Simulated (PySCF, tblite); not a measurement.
**C₄H₆ClFSi: geometry, infrared bands and NMR shifts**

Aim: predict the infrared bands and NMR shifts of C₄H₆ClFSi (`FC[C@]1(Cl)C=C[SiH2]1`).

Programs: tblite 0.8.0 and PySCF 2.14.0, with density-fitted response routines of our own. Each step states its level of theory. These are calculated values for one molecule in the gas phase, unless marked as measured. Atoms count from 0, in the outputs and in this text.

**1. The starting structure**

13 atoms, charge 0, multiplicity 1; geometry from: force field or distance geometry start.

Bonds of the start (Å): F0–C1 1.35, C1–C2 1.53, C2–Cl3 1.80, C2–C4 1.56, C4–C5 1.35, C5–Si6 1.87, Si6–C2 1.89, C1–H7 1.11, C1–H8 1.09, C4–H9 1.09, C5–H10 1.09, Si6–H11 1.49, Si6–H12 1.47.

**2. Optimising the geometry with GFN2-xTB**

What the job is given:

```
{"job": {"kind": "relax", "xc": "GFN2-xTB", "basis": "xTB"}, "charge": 0, "multiplicity": 1}
F     -2.329300     0.912700    -0.381200
C     -1.668400    -0.133100     0.154200
C     -0.299600    -0.282800    -0.507100
Cl    -0.398700    -0.527500    -2.283800
C      0.707500    -1.175000     0.276200
C      1.641300    -0.267700     0.626200
Si     0.853700     1.190400    -0.238900
H     -1.582600     0.046100     1.246800
H     -2.270500    -1.037000     0.017200
H      0.652600    -2.248700     0.478100
H      2.569000    -0.355700     1.190400
H      0.425000     2.211500     0.755300
H      1.695700     1.667300    -1.351100
```

Run with:

```sh
> OMP_NUM_THREADS=1 python probes_run.py task.json out
```

This one command runs all jobs of the session in turn.

**Question.** This job is followed by: GFN2-xTB harmonic vibrations, gas phase; GIAO PBE0/pcSseg-1 NMR shielding, non-relativistic, gas phase. What will the session give for the following? strongest single infrared mode (GFN2-xTB); zero-point energy (GFN2-xTB); 13C shifts against TMS (PBE0/pcSseg-1); 1H shifts against TMS (PBE0/pcSseg-1); 19F shifts against CFCl3 (PBE0/pcSseg-1); 35Cl shifts against HCl (PBE0/pcSseg-1); 29Si shifts against TMS (PBE0/pcSseg-1).

The runs gave:

```
                                 quantity                                   value
strongest single infrared mode (GFN2-xTB)                   2310 cm⁻¹, 316 km/mol
             zero-point energy (GFN2-xTB)                           52.8 kcal/mol
   13C shifts against TMS (PBE0/pcSseg-1)            165.8, 146.5, 94.9, 72.0 ppm
    1H shifts against TMS (PBE0/pcSseg-1)  7.07, 6.53, 5.32, 5.21, 5.05, 4.94 ppm
 19F shifts against CFCl3 (PBE0/pcSseg-1)                              -232.6 ppm
  35Cl shifts against HCl (PBE0/pcSseg-1)                                 220 ppm
  29Si shifts against TMS (PBE0/pcSseg-1)                               -23.1 ppm
```

What this shows: The optimisation took 55 steps and gained 0.386 eV; among the close pairs (by a distance rule), C2–Si6 changed most, from 1.890 to 1.956 Å. All 33 modes are real, so the xTB geometry is a minimum. The strongest single mode, at 2310 cm⁻¹, moves mainly H11. GFN2-xTB is a fitted tight-binding method: band positions and strengths are rough. Its intensities can rank the bands wrongly. At PBE0/pcSseg-1: The largest span, 541 ppm, is at Cl3, where the paramagnetic term is -417 ppm.
